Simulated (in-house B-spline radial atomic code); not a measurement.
# Rh³¹⁺: excited configurations

Wanted: excitation energies of Rh³¹⁺ as differences of total energies (ΔSCF).

Method: Dirac-Hartree-Fock, average of configuration, Fermi nucleus, basis-set limit. Code: in-house B-spline radial atomic code version 1.

**1. What is computed**

```
element       : rhodium (Z = 45)
charge        : +31
electrons     : 14
configuration : [Ne] 3s2 3p2
Hamiltonian   : Dirac-Coulomb
nucleus       : Fermi, rms radius 4.495 fm
```

Outer shells as boxes (Hund's rule):

[Ne] 3s2 3p2
```
[Ne] core
3s [↑↓]
3p [↑ ][↑ ][  ]
```

The boxes draw the filling by Hund's rule, which heavy ions in jj coupling don't follow; these runs average over all states of the configuration.

Input settings:

```ini
Z = 45
electrons = 14.0
configuration = [Ne] 3s2 3p2
hamiltonian = dirac
method = hf
spin_polarised = False
nucleus = fermi
rms_radius = 4.4945
mass_number = 103
atomic_mass = 102.905494081
speed_of_light = 137.035999084
```

From the earlier run of the reference: total energy -4050.498881 hartree. Levels, eight at most:

| orbital | occupation | energy (eV) | <r> (bohr) |
| --- | --- | --- | --- |
| 1s1/2 | 2 | -25024.4 | 0.03260 |
| 2s1/2 | 2 | -5053.92 | 0.1390 |
| 2p1/2 | 2 | -4800.09 | 0.1184 |
| 2p3/2 | 4 | -4650.55 | 0.1230 |
| 3s1/2 | 2 | -1930.03 | 0.3436 |
| 3p1/2 | 0.666667 | -1851.64 | 0.3287 |
| 3p3/2 | 1.33333 | -1816.19 | 0.3356 |

**2. Configuration [He] 2s2 2p5 3s2 3p2 5s1**

Input settings:

```ini
Z = 45
electrons = 14.0
configuration = [He] 2s2 2p5 3s2 3p2 5s1
hamiltonian = dirac
method = hf
spin_polarised = False
nucleus = fermi
rms_radius = 4.4945
mass_number = 103
atomic_mass = 102.905494081
speed_of_light = 137.035999084
```

**3. Run with [He] 2s2 2p5 3s2 3p2 7f1**

The settings differ from step 2 so:

```diff
@@ -2,3 +2,3 @@
 electrons = 14.0
-configuration = [He] 2s2 2p5 3s2 3p2 5s1
+configuration = [He] 2s2 2p5 3s2 3p2 7f1
 hamiltonian = dirac
```

**4. [He] 2s2 2p5 3s2 3p2 7s1**

The settings differ from step 3 so:

```diff
@@ -2,3 +2,3 @@
 electrons = 14.0
-configuration = [He] 2s2 2p5 3s2 3p2 7f1
+configuration = [He] 2s2 2p5 3s2 3p2 7s1
 hamiltonian = dirac
```

**5. [Ne] 3s1 3p2 5s1**

The settings differ from step 4 so:

```diff
@@ -2,3 +2,3 @@
 electrons = 14.0
-configuration = [He] 2s2 2p5 3s2 3p2 7s1
+configuration = [Ne] 3s1 3p2 5s1
 hamiltonian = dirac
```

**6. Configuration [Ne] 3s2 3p1 7d1**

The settings differ from step 5 so:

```diff
@@ -2,3 +2,3 @@
 electrons = 14.0
-configuration = [Ne] 3s1 3p2 5s1
+configuration = [Ne] 3s2 3p1 7d1
 hamiltonian = dirac
```

Before running: How far above the reference does each configuration lie (order and size, in eV)?

**Answer**, as computed:

| net move | configuration | energy above the reference (eV) | with Breit, QED, recoil (eV) | largest <r> (bohr) |
| --- | --- | --- | --- | --- |
| 3s → 5s | [Ne] 3s1 3p2 5s1 | 1299.95 | 1298.56 | 1.04 |
| 3p → 7d | [Ne] 3s2 3p1 7d1 | 1534.19 | 1533.02 | 2.13 |
| 2p → 5s | [He] 2s2 2p5 3s2 3p2 5s1 | 4061.50 | 4056.33 | 1.03 |
| 2p → 7s | [He] 2s2 2p5 3s2 3p2 7s1 | 4383.54 | 4378.17 | 2.10 |
| 2p → 7f | [He] 2s2 2p5 3s2 3p2 7f1 | 4405.97 | 4400.50 | 2.08 |

Quantum defects of the promoted electron, δ = n − ζ/√(−2ε) with ζ = 32 and ε its orbital energy in hartree:

| promotion | δ |
| --- | --- |
| 3s → 5s | 0.379 |
| 3p → 7d | 0.108 |
| 2p → 5s | 0.308 |
| 2p → 7s | 0.305 |
| 2p → 7f | 0.050 |

What this shows: At the bottom stands 3s → 5s (1299.95 eV), at the top 2p → 7f (4405.97 eV). Koopmans' estimate of the ionisation threshold is 1816.19 eV; 3 configurations exceed it by over 2 % and could autoionise. Of those tabulated, the defect is largest for 5s (0.38) and least for 7f (0.05); at this charge much of the defect is relativistic. Two partly filled shells share a symmetry and can mix in the average, which may lower the energy, for: 3s → 5s; 2p → 5s; 2p → 7s; 2p → 7f. These are averages over configurations, without correlation, not spectroscopic levels.
